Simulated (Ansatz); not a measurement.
# F3HSi: the cost of one run

Program: Ansatz 0.2.0, Gaussian basis. Level of theory: PBE0-D4/def2-TZVP structures, single points in def2-TZVPP, no counterpoise correction. These are calculated values, not measurements.

Levels: SPW92, PBE-D4, BLYP-D4, r2SCAN-D4, B97M-V, PBE0-D4, B3LYP-D4, r2SCAN0-D4, BHLYP-D4, CAM-B3LYP-D4, wB97X-V, wB97M-V, B2PLYP, PBE-QIDH, RPA on PBE, Hartree-Fock, MP2, CCSD, CCSD(T).

Correlated methods freeze the cores. B3LYP uses VWN-RPA correlation. B2PLYP carries no dispersion term here.

113 further runs of the same task are left out: 113 set aside as unsound or not needed. Runs told in other sessions of the task aren't counted.

### 1 Where the work starts

The complex: 13 atoms, charge 0, spin multiplicity 1.

Atoms are counted from 1 here; the program's logs count them from 0.

Bond lengths: Si1–O2 1.816 Å, Si1–F4 1.664 Å, Si1–F5 1.590 Å, Si1–H6 1.468 Å, Si1–F8 1.703 Å, O2–Si3 1.729 Å, O2–H9 0.991 Å, Si3–H11 1.471 Å, Si3–H12 1.483 Å, Si3–H13 1.471 Å, H7–F10 0.956 Å. Angles: O2–Si1–F4 81.8°, O2–Si1–F5 111.5°, O2–Si1–H6 126.4°, O2–Si1–F8 84.6°, F4–Si1–F5 95.5°, F4–Si1–H6 93.7°, F4–Si1–F8 165.8°, F5–Si1–H6 122.1°, F5–Si1–F8 93.3°, H6–Si1–F8 91.0°, Si1–O2–Si3 122.6°, Si1–O2–H9 117.7°, Si3–O2–H9 119.2°, O2–Si3–H11 110.1°, O2–Si3–H12 100.2°, O2–Si3–H13 109.5°, H11–Si3–H12 110.4°, H11–Si3–H13 115.2° and more.

Coordinates:

```
atom     x (Å)     y (Å)     z (Å)
 Si1  -0.94901   0.38402   1.03032
  O2   0.24440  -0.21006  -0.20324
 Si3   0.02746   0.03235  -1.90118
  F4  -1.80526   0.78321  -0.33924
  F5  -0.64376   1.88338   1.46185
  H6  -2.05489  -0.38533   1.61394
  H7   1.57103  -0.78141   1.83906
  F8   0.14343  -0.26730   2.16344
  H9   1.10420  -0.57557   0.12686
 F10   2.22919  -1.03118   1.19190
 H11  -0.04853   1.47049  -2.20145
 H12   1.29804  -0.53708  -2.41214
 H13  -1.11621  -0.76562  -2.37013
```

Its parts: SiHF₃ holds atoms 1, 4, 5, 6, 8; SiH₄O holds atoms 2, 3, 9, 11, 12, 13; HF holds atoms 7, 10. Each part counts its atoms afresh in its own runs.

### 2 Relaxing SiHF₃ alone

Input file relax-a/in.yaml:

```yaml
crystal:
  periodic: [false, false, false]
  atoms:
    - {symbol: Si, position_ang: [-0.949012, 0.384023, 1.030319]}
    - {symbol: F, position_ang: [-1.805257, 0.783212, -0.339242]}
    - {symbol: F, position_ang: [-0.643760, 1.883375, 1.461849]}
    - {symbol: H, position_ang: [-2.054890, -0.385330, 1.613940]}
    - {symbol: F, position_ang: [0.143431, -0.267296, 2.163438]}
basis:
  gaussian: {orbitals: def2-TZVP}
hamiltonian: {xc: pbe0, dispersion: d4}
relax: {f_tol: 0.005, max_steps: 200}
```

Run with:

```console
$ ansatz run in.yaml --threads 4 --pin off --events-out ev --progress --plain --max-ram 46080MiB --backend cpu
```

**Question.** How long does this run take on 4 threads of AMD EPYC 7R13, shared host?

About 9.5 s.
